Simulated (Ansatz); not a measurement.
# NaMnCl3: a series of runs

Runs on NaMnCl3, each read by itself: gap and moments.

Program: Ansatz 0.2.0. Level of theory: DFT, PAW plane waves, r2scan. These are calculated values, not measurements.

### Step 1. The starting structure

The structure is trigonal, space group R-3 (No. 148). The conventional cell has a = 6.591 Å, b = 6.591 Å, c = 18.627 Å, α = 90.00°, β = 90.00°, γ = 120.00°. Na (site symmetry 3) has 6 Cl at 2.72 to 2.90 Å in its first shell of neighbours. Around Mn (site symmetry 3) lie 6 Cl at 2.52 to 2.59 Å. Around Cl (site symmetry 1) lie 2 Mn at 2.52 to 2.59 Å and 2 Na at 2.72 to 2.90 Å.

Coordinates:

```cif
data_structure
_symmetry_space_group_name_H-M 'R-3:H'
_symmetry_Int_Tables_number 148
_cell_length_a 6.5910
_cell_length_b 6.5910
_cell_length_c 18.6270
_cell_angle_alpha 90.000
_cell_angle_beta 90.000
_cell_angle_gamma 120.000
_cell_volume 700.77
loop_
_atom_site_label
_atom_site_type_symbol
_atom_site_symmetry_multiplicity
_atom_site_Wyckoff_symbol
_atom_site_fract_x
_atom_site_fract_y
_atom_site_fract_z
_atom_site_occupancy
Na1 Na 6 c 0.00000 0.00000 0.14490 1
Mn1 Mn 6 c 0.33333 0.66667 0.00737 1
Cl1 Cl 18 f 0.37130 0.01050 0.07770 1
```

### Step 2. A run

input.yaml reads:

```yaml
crystal:
  lattice:
    - [3.2955, 1.90265781, 6.209]
    - [-3.2955, 1.90265781, 6.209]
    - [0.0, -3.80531562, 6.209]
  atoms:
    - { symbol: Na, position: [0.1449, 0.1449, 0.1449] }
    - { symbol: Na, position: [0.8551, 0.8551, 0.8551] }
    - { symbol: Mn, position: [0.3407, 0.3407, 0.3407], spin: 4.5 }
    - { symbol: Mn, position: [0.6593, 0.6593, 0.6593], spin: 4.5 }
    - { symbol: Cl, position: [0.449, 0.7169, 0.0672] }
    - { symbol: Cl, position: [0.0672, 0.449, 0.7169] }
    - { symbol: Cl, position: [0.7169, 0.0672, 0.449] }
    - { symbol: Cl, position: [0.551, 0.2831, 0.9328] }
    - { symbol: Cl, position: [0.9328, 0.551, 0.2831] }
    - { symbol: Cl, position: [0.2831, 0.9328, 0.551] }
  symmetry: { tolerance: 0.0003 }
hamiltonian:
  xc: r2scan
  pseudopotentials: { kind: paw, azcp: { folder: soft_1 } }
basis:
  ecutwfc: 500
magnetization:
  spin_polarized: true
scf:
  occupations: { method: fermi_dirac, width: 0.05 }
kpoints:
  mp_grid: { grid: [4, 4, 4], shift: [0, 0, 0] }
output:
  forces: true
  stress: true
  eigenvalues: true
```

Command:

```
> ansatz run input.yaml --threads 4 --pin off --max-ram 10240MiB --backend cpu --events-out ev --progress --plain --runs-dir out
```

Output:

```text
Warning: RAYON_NUM_THREADS=4 ignored (pool sized by the plan → 4); use --threads N
Engine: ansatz 0.2.0, x86_64-unknown-linux-gnu
Pseudopotentials: kind: paw
Pseudopotential: Na, paw, valence charge 9, recommended cutoff 500 eV (meta_gga), <dir>
Pseudopotential: Mn, paw, valence charge 15, recommended cutoff 500 eV (meta_gga), <dir>
Pseudopotential: Cl, paw, valence charge 7, recommended cutoff 500 eV (meta_gga), <dir>
Functional definition: r2SCAN
  parameter k0 = 0.174
  parameter k1 = 0.065
  parameter a1 = 4.9479
  exchange = r2scan_x(k0 = k0, k1 = k1, a1 = a1)
  correlation = r2scan_c
Crystal: 10 atoms, lattice volume = 233.590 Å³
Basis set: ecut = 500 eV, 5909 PW (Γ), exchange–correlation on 216×216×216 points (64 copies of the dense FFT grid, shifted against one another)
Bands: 60, of which v1, the nominal top of the filled ones, is band 45 counted from 1 (44 counted from 0)
Symmetry: 6 space group operations
Space group: R-3 (ITA 148), of the structure as read, at distance tolerance 1.8e-3 Å
Magnetic group: BNS 148.17 (UNI 1247), of the structure as read, at distance tolerance 1.8e-3 Å
k-points: 14 of 64
Non-local potential: Na, projectors of the file, l = 0: 3, l = 1: 2, l = 2: 1
Non-local potential: Mn, projectors of the file, l = 0: 3, l = 1: 2, l = 2: 3, l = 3: 1
Non-local potential: Cl, projectors of the file, l = 0: 2, l = 1: 2, l = 2: 1
PAW form: soft (Blöchl's): semilocal exchange-correlation on the pseudo side does not see the compensation charge
PAW frozen core: Na, regenerated for the run's functional (the file was generated under x = pbe(κ = 0.804, μ = 0.2195149727645171), c = pbe(β = 0.06672455060314922))
PAW frozen core: Mn, regenerated for the run's functional (the file was generated under x = pbe(κ = 0.804, μ = 0.2195149727645171), c = pbe(β = 0.06672455060314922))
PAW frozen core: Cl, regenerated for the run's functional (the file was generated under x = pbe(κ = 0.804, μ = 0.2195149727645171), c = pbe(β = 0.06672455060314922))
PAW one-centre angular grid: Na, 302 points (default); XC on 317 of its mesh's 2451 points in the sphere
PAW one-centre angular grid: Mn, 590 points (default); XC on 160 Gauss nodes
PAW one-centre angular grid: Cl, 302 points (default); XC on 160 Gauss nodes
Initial density: superposition of atomic densities (chi_scale 0.1, normalization cell, long waves kept (reshape's long-wave potential 0.01 eV rms))
Starting moments: Σ|m| = 9 μB on 2 of 10 sites
Initial wavefunctions: pseudopotential atomic-orbital guess
Functional: x = r2scan, c = r2scan; τ floored in thin density (d = 2e-4 eV/Å³)
SCF iter   1: F=—  HF=-17310.756495 eV  |F-HF|=—  |Δ(HF+E_count)|=         —  Δρ=7.45e-2 (↑7.45e-2 ↓4.69e-2)  dr2=3.26e1  dr2_τ=9.26e-2  dr2_m=7.32e-1  M=10.000 μB ∫|m|=10.000 μB  β_m=1.00  ethr=3.10e-3  ⟨swp⟩=9.1  Hψ=7431  notcnv=0  defer=9
Mixer restart at iter 1: flushing history
preconditioner: auto → Resta (q_TF=auto, 2.327 Å⁻¹)  ε∞=4.1  [insulator: Δε(μ)=1.042 eV  Ē_g=10.574 eV  σ=0.050 eV  W_gap=1.00  n_scr=58 (ndim 8)  ℏωp=18.5 eV  f_vac=0.035  D(μ)=0.00/eV (n_scr^D=0)  ε∞_Penn≈4.1]
spin=Collinear: Resta preconditioning applied to the charge; magnetization (m = ρ↑ − ρ↓) channel mixes plain (no charge-response kernel on spin).
SCF iter   2: F=—  HF=-17305.679823 eV  |F-HF|=—  |Δ(HF+E_count)|=    5.08e0  Δρ=2.70e-2 (↑2.70e-2 ↓2.27e-2)  dr2=6.31e0  dr2_τ=6.36e-2  dr2_m=2.90e-2  M=10.000 μB ∫|m|=10.018 μB  β_m=1.00  ethr=3.10e-3  ⟨swp⟩=3.7  Hψ=3843  notcnv=0  defer=194  κ⁻¹=1.0e0(r=1)
SCF iter   3: F=—  HF=-17304.481140 eV  |F-HF|=—  |Δ(HF+E_count)|=    1.20e0  Δρ=9.13e-3 (↑8.62e-3 ↓9.13e-3)  dr2=7.70e-1  dr2_τ=4.63e-3  dr2_m=2.99e-2  M=10.000 μB ∫|m|=10.031 μB  β_m=1.00  ethr=3.10e-3  ⟨swp⟩=3.0  Hψ=3239  notcnv=0  defer=197  κ⁻¹=1.7e-2(r=2)
SCF iter   4: F=—  HF=-17304.392976 eV  |F-HF|=—  |Δ(HF+E_count)|=   8.82e-2  Δρ=5.61e-3 (↑4.21e-3 ↓5.61e-3)  dr2=2.16e-1  dr2_τ=1.46e-3  dr2_m=1.32e-2  M=10.000 μB ∫|m|=10.020 μB  β_m=1.00  ethr=8.55e-4  ⟨swp⟩=3.0  Hψ=3533  notcnv=0  defer=194  κ⁻¹=7.1e-3(r=3)
SCF iter   5: F=—  HF=-17304.407724 eV  |F-HF|=—  |Δ(HF+E_count)|=         —  Δρ=3.27e-3 (↑2.50e-3 ↓3.27e-3)  dr2=9.20e-2  dr2_τ=4.58e-4  dr2_m=3.12e-3  M=10.000 μB ∫|m|=10.015 μB  β_m=1.00  ethr=2.40e-4  ⟨swp⟩=2.4  Hψ=2260  notcnv=0  defer=194
Mixer restart at iter 5: flushing history
SCF iter   6: F=—  HF=-17304.416199 eV  |F-HF|=—  |Δ(HF+E_count)|=   8.48e-3  Δρ=2.05e-3 (↑1.95e-3 ↓2.05e-3)  dr2=5.82e-2  dr2_τ=1.65e-4  dr2_m=4.87e-5  M=10.000 μB ∫|m|=10.015 μB  β_m=1.00  ethr=1.02e-4  ⟨swp⟩=1.5  Hψ=1820  notcnv=0  defer=194  κ⁻¹=1.0e0(r=1)
SCF iter   7: F=—  HF=-17304.424305 eV  |F-HF|=—  |Δ(HF+E_count)|=   8.11e-3  Δρ=7.47e-4 (↑7.47e-4 ↓6.49e-4)  dr2=9.01e-3  dr2_τ=3.32e-5  dr2_m=8.10e-5  M=10.000 μB ∫|m|=10.015 μB  β_m=1.00  ethr=6.47e-5  ⟨swp⟩=3.0  Hψ=3080  notcnv=0  defer=194  κ⁻¹=5.8e-2(r=2)
SCF iter   8: F=—  HF=-17304.422699 eV  |F-HF|=—  |Δ(HF+E_count)|=   1.61e-3  Δρ=4.00e-4 (↑4.00e-4 ↓3.91e-4)  dr2=1.29e-3  dr2_τ=2.05e-5  dr2_m=2.32e-6  M=10.000 μB ∫|m|=10.014 μB  β_m=1.00  ethr=1.00e-5  ⟨swp⟩=2.5  Hψ=2785  notcnv=0  defer=194  κ⁻¹=5.7e-3(r=3)
SCF iter   9: F=—  HF=-17304.423746 eV  |F-HF|=—  |Δ(HF+E_count)|=   1.05e-3  Δρ=2.10e-4 (↑2.10e-4 ↓1.73e-4)  dr2=2.67e-4  dr2_τ=4.50e-6  dr2_m=8.83e-6  M=10.000 μB ∫|m|=10.014 μB  β_m=1.00  ethr=1.43e-6  ⟨swp⟩=2.0  Hψ=3024  notcnv=0  defer=194  κ⁻¹=1.6e-3(r=4)
SCF iter  10: F=—  HF=-17304.424092 eV  |F-HF|=—  |Δ(HF+E_count)|=   3.46e-4  Δρ=1.29e-4 (↑1.18e-4 ↓1.29e-4)  dr2=1.43e-4  dr2_τ=1.43e-6  dr2_m=5.49e-7  M=10.000 μB ∫|m|=10.014 μB  β_m=1.00  ethr=2.97e-7  ⟨swp⟩=2.5  Hψ=2336  notcnv=0  defer=194  κ⁻¹=4.3e-4(r=5)
SCF iter  11: F=—  HF=-17304.424191 eV  |F-HF|=—  |Δ(HF+E_count)|=   9.88e-5  Δρ=3.58e-5 (↑3.58e-5 ↓3.58e-5)  dr2=1.93e-5  dr2_τ=1.28e-7  dr2_m=4.07e-7  M=10.000 μB ∫|m|=10.014 μB  β_m=1.00  ethr=1.59e-7  ⟨swp⟩=2.5  Hψ=2850  notcnv=0  defer=194  κ⁻¹=1.1e-4(r=6)
SCF iter  12: F=—  HF=-17304.424192 eV  |F-HF|=—  |Δ(HF+E_count)|=   8.93e-7  Δρ=2.81e-5 (↑2.27e-5 ↓2.81e-5)  dr2=4.73e-6  dr2_τ=6.66e-8  dr2_m=9.15e-8  M=10.000 μB ∫|m|=10.014 μB  β_m=1.00  ethr=2.15e-8  ⟨swp⟩=2.6  Hψ=3044  notcnv=0  defer=194  κ⁻¹=2.7e-5(r=7)
SCF iter  13: F=—  HF=-17304.424196 eV  |F-HF|=—  |Δ(HF+E_count)|=   3.94e-6  Δρ=1.07e-5 (↑1.07e-5 ↓8.41e-6)  dr2=8.05e-7  dr2_τ=8.51e-9  dr2_m=3.17e-8  M=10.000 μB ∫|m|=10.014 μB  β_m=1.00  ethr=5.26e-9  ⟨swp⟩=2.0  Hψ=2904  notcnv=0  defer=194  κ⁻¹=4.0e-6(r=8)
SCF iter  14: F=—  HF=-17304.424197 eV  |F-HF|=—  |Δ(HF+E_count)|=   1.10e-6  Δρ=6.99e-6 (↑6.99e-6 ↓5.30e-6)  dr2=3.39e-7  dr2_τ=3.54e-9  dr2_m=5.11e-9  M=10.000 μB ∫|m|=10.014 μB  β_m=1.00  ethr=8.94e-10  ⟨swp⟩=2.1  Hψ=2706  notcnv=0  defer=194  κ⁻¹=1.5e-6(r=8)
SCF iter  15: F=—  HF=-17304.424197 eV  |F-HF|=—  |Δ(HF+E_count)|=   2.00e-7  Δρ=3.47e-6 (↑3.06e-6 ↓3.47e-6)  dr2=1.01e-7  dr2_τ=7.58e-10  dr2_m=2.65e-9  M=10.000 μB ∫|m|=10.014 μB  β_m=1.00  ethr=3.76e-10  ⟨swp⟩=2.5  Hψ=2901  notcnv=0  defer=194  κ⁻¹=3.1e-6(r=8)
SCF iter  16: F=-17304.424197 eV  HF=-17304.424197 eV  |F-HF|=2.46e-8  |Δ(HF+E_count)|=   1.81e-8  Δρ=1.51e-6 (↑1.51e-6 ↓1.46e-6)  dr2=1.08e-8  dr2_τ=1.55e-10  dr2_m=2.34e-10  M=10.000 μB ∫|m|=10.014 μB  ethr=1.11e-10  ⟨swp⟩=13.6  Hψ=9380  notcnv=0
SCF 1 converged in 16 iterations: F = -17304.424197 eV  dr2 = 1.08e-8
this state was not tested for a lower state beside it, because the mixer in use, unlike msr1, does not test its closes by its own steps (another_mixer; see scf.mixing.algorithm and scf.lower_state_search)
SCF converged after 16 iterations
Magnetization: 10.0000 μB (50.0000 up, 40.0000 down)
Absolute magnetization: 10.0142 μB (∫|ρ↑−ρ↓|, with the PAW one-centre terms)
Spin contamination: 0.0138 ħ² per cell (⟨S²⟩ above its minimum at these occupations)
Per-site moments (μB) at R_I (Å): [(0.004029522547230947, 1.1214570481800998), (0.004029522547231087, 1.1214570481800996), (4.458551090384906, 1.0392687244722862), (4.458551090384907, 1.0392687244722865), (0.06106229349223578, 1.0392687244722862), (0.061062293492235305, 1.0392687244722865), (0.061062293492236006, 1.0392687244722867), (0.061062293492236214, 1.0392687244722865), (0.06106229349223604, 1.0392687244722867), (0.061062293492236186, 1.0392687244722867)]
Free energy (F): -17304.424197 eV
Harris-Foulkes:  -17304.424197 eV  (|F-HF|=2.46e-8)
Internal energy: -17304.424197 eV  (E = F + TS)
E sigma→0 (E₀):  -17304.424197 eV
Fermi energy:    4.844734 eV
--- Per-component energies (eV) ---
  E_band       = -1406.124613
  E_kinetic    = 1767.115710
  E_local      = -10931.692016  (includes V_loc(G=0)·N_el)
  E_nonlocal   = 1692.130731
  E_hartree    = 4082.663417
  E_xc         = -894.342486
  E_vxc        = -1170.782855  (∫ρ·V_xc dr)
  E_paw        = -7294.104302  (= ΣΔE_a)
  E_vpaw       = -999.200863  (= ΣTr[D̂ρ^β])
  E_aug_tail   = 0.000176  (compensation charges beyond the density's cutoff)
  E_vtau       = 70.984549  (kinetic-family band-sum trace: ∫τ·v_τ [+ j·A + Jᵃ·Aᵃ] dr)
  E_ewald      = -5724.758367
  E_core_change = -1.437059  (= ΣΔE_core)
  E_smearing   = -0.000000  (= −TS)
  E_closure    = 0.000000  (closes the sum)
  Σ components = -17304.424197   (vs F -17304.424197, Δ=0.00e0)
--- Forces (eV/Å), atoms counted from 1 ---
  atom   1  Na    -0.00000000     0.00000000     0.06550404
  atom   2  Na     0.00000000    -0.00000000    -0.06550404
  atom   3  Mn     0.00000000    -0.00000000    -0.02565720
  atom   4  Mn    -0.00000000     0.00000000     0.02565720
  atom   5  Cl     0.03722571     0.01072548    -0.03193607
  atom   6  Cl    -0.02790139     0.02687567    -0.03193607
  atom   7  Cl    -0.00932432    -0.03760115    -0.03193607
  atom   8  Cl    -0.03722571    -0.01072548     0.03193607
  atom   9  Cl     0.02790139    -0.02687567     0.03193607
  atom  10  Cl     0.00932432     0.03760115     0.03193607
  max |Σ_I F_I| component: 1.39e-17 eV/Å
--- Stress (GPa, compression-positive) ---
       -0.204699      -0.000000       0.000000
        0.000000      -0.204699      -0.000000
        0.000000      -0.000000      -0.353449
  P = ⅓ Tr σ = -0.2543 GPa (-2.543 kbar)
--- Band table (eV; the first three rows and the last of 28) ---
  k-point 0 ↑: bands = ["-80.9695", "-80.9694", "-49.5209", "-49.5204", "-48.4738", "-48.4734", "-48.4709", "-48.4709", "-48.4692", "-48.4692", "-19.9490", "-19.9490", "-19.9445", "-19.9400", "-19.9390", "-19.9390", "-12.3169", "-11.7335", "-11.6909", "-11.6909", "-11.5975", "-11.5975", "-1.5798", "-1.5401", "-0.9387", "-0.9387", "-0.7105", "-0.7105", "-0.5546", "-0.5546", "-0.5223", "-0.0557", "-0.0557", "0.2247", "0.6489", "0.9887", "0.9887", "1.1237", "1.1486", "1.1486", "1.5377", "1.5624", "1.6167", "1.6167", "1.7586", "1.7586", "2.8123", "2.8123", "3.0624", "3.0624", "7.2803", "9.2347", "9.5739", "10.8452", "10.8452", "10.9317", "11.2186", "11.2186", "11.9126", "12.0998"]
  k-point 1 ↑: bands = ["-80.9695", "-80.9694", "-49.5209", "-49.5205", "-48.4738", "-48.4735", "-48.4710", "-48.4707", "-48.4694", "-48.4691", "-19.9498", "-19.9486", "-19.9435", "-19.9417", "-19.9390", "-19.9381", "-12.2313", "-11.7871", "-11.7043", "-11.6998", "-11.6136", "-11.6089", "-1.5672", "-1.4530", "-0.9971", "-0.8253", "-0.7890", "-0.7706", "-0.6148", "-0.4540", "-0.4084", "-0.0742", "0.3024", "0.4130", "0.5176", "0.7459", "0.8979", "0.9292", "1.1073", "1.1810", "1.4462", "1.5661", "1.5778", "1.6394", "1.7194", "1.8568", "2.7385", "2.7966", "2.9957", "3.0443", "7.9818", "9.0332", "10.1345", "10.2134", "10.4782", "10.6934", "11.5285", "11.7927", "11.7966", "11.9811"]
  k-point 2 ↑: bands = ["-80.9695", "-80.9694", "-49.5208", "-49.5206", "-48.4737", "-48.4736", "-48.4710", "-48.4704", "-48.4697", "-48.4691", "-19.9504", "-19.9479", "-19.9433", "-19.9423", "-19.9393", "-19.9376", "-12.0709", "-11.9450", "-11.7126", "-11.6688", "-11.6396", "-11.6261", "-1.5700", "-1.2639", "-0.9991", "-0.9065", "-0.8356", "-0.7458", "-0.6045", "-0.2068", "-0.1565", "-0.0685", "0.0192", "0.1193", "0.6365", "0.7821", "0.8850", "0.9335", "1.0911", "1.1096", "1.3279", "1.5013", "1.6422", "1.6639", "1.6813", "1.9307", "2.7395", "2.7516", "2.9302", "3.0160", "8.7378", "9.0159", "9.8332", "9.8788", "10.5925", "11.0762", "11.4273", "11.4520", "11.6437", "11.9808"]
  k-point 13 ↓: bands = ["-74.5371", "-74.5369", "-49.5195", "-49.5190", "-42.0751", "-42.0743", "-42.0726", "-42.0726", "-42.0696", "-42.0696", "-19.9464", "-19.9464", "-19.9424", "-19.9377", "-19.9365", "-19.9365", "-12.0738", "-11.7718", "-11.5929", "-11.5929", "-11.4645", "-11.4645", "-1.2087", "-0.5756", "-0.4230", "-0.4230", "-0.3445", "-0.2099", "-0.2099", "0.4167", "0.4167", "0.4316", "0.5990", "0.7997", "0.7997", "1.0076", "1.3398", "1.3398", "1.4292", "1.4292", "6.8058", "6.8585", "6.8585", "6.8614", "6.9692", "6.9692", "7.5993", "7.5993", "7.6250", "7.6250", "9.5763", "9.5917", "10.4517", "11.4567", "11.7936", "11.9527", "11.9527", "12.0259", "12.0259", "12.2646"]
```

It took 9.6 s on 4 threads of AMD EPYC 9R45 (Zen 5), shared host; peak memory 1.5 GiB.

[end of part 1 of 2]
